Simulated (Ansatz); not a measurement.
# BH5InNOS: the cost of one run

All numbers below are computed with Ansatz 0.2.0 (RKS BHLYP/def2-SVP).

## Step 1: Starting point

Bond lengths: N1–In2 2.079 Å, In2–O3 1.970 Å, In2–B4 2.273 Å, B4–S5 1.732 Å, N1–H6 1.017 Å, N1–H7 1.017 Å, O3–H8 0.955 Å, B4–H9 1.166 Å, S5–H10 1.336 Å. Angles: N1–In2–O3 111.8°, N1–In2–B4 113.3°, O3–In2–B4 131.4°, In2–N1–H6 107.2°, In2–N1–H7 114.6°, H6–N1–H7 104.9°, In2–O3–H8 122.5°, In2–B4–S5 113.3°, In2–B4–H9 128.1°, S5–B4–H9 118.6°, B4–S5–H10 99.8°.

Structure file:

```xyz
10

N     0.1646    1.2756    1.3288
In    0.6561   -0.0283   -0.2137
O     2.2018    0.6166   -1.2513
B    -1.0285   -1.4552   -0.7549
S    -2.5117   -1.1062    0.0680
H     0.8074    2.0614    1.2756
H     0.2939    0.8937    2.2627
H     2.5431    0.1476   -2.0094
H    -1.0110   -2.3283   -1.5279
H    -2.1158   -0.0769    0.8220
```

## Step 2: End point A

Input file input.yaml:

```yaml
crystal:
  periodic: [false, false, false]
  atoms:
    - { symbol: "N", position_ang: [0.16455, 1.27564, 1.32879] }
    - { symbol: In, position_ang: [0.65611, -0.02826, -0.21369] }
    - { symbol: O, position_ang: [2.20181, 0.61661, -1.25128] }
    - { symbol: B, position_ang: [-1.02848, -1.45522, -0.75491] }
    - { symbol: S, position_ang: [-2.51169, -1.10616, 0.06803] }
    - { symbol: H, position_ang: [0.80741, 2.06135, 1.27558] }
    - { symbol: H, position_ang: [0.29393, 0.89367, 2.2627] }
    - { symbol: H, position_ang: [2.54315, 0.14758, -2.00938] }
    - { symbol: H, position_ang: [-1.01104, -2.32826, -1.52789] }
    - { symbol: H, position_ang: [-2.11576, -0.07694, 0.82205] }
basis:
  gaussian: { orbitals: def2-SVP }
hamiltonian:
  xc: { name: BHLYP }
relax:
  f_tol: 0.02
  max_steps: 50
```

The run is started by

```console
ansatz run input.yaml --threads 2 --pin off --max-ram 3072MiB --backend cpu --events-out ev --progress --plain --runs-dir out
```

What time and memory should one allow on 2 threads of Arm Neoverse V2, shared host?

About 2.2 min, with a peak of 0.27 GiB.
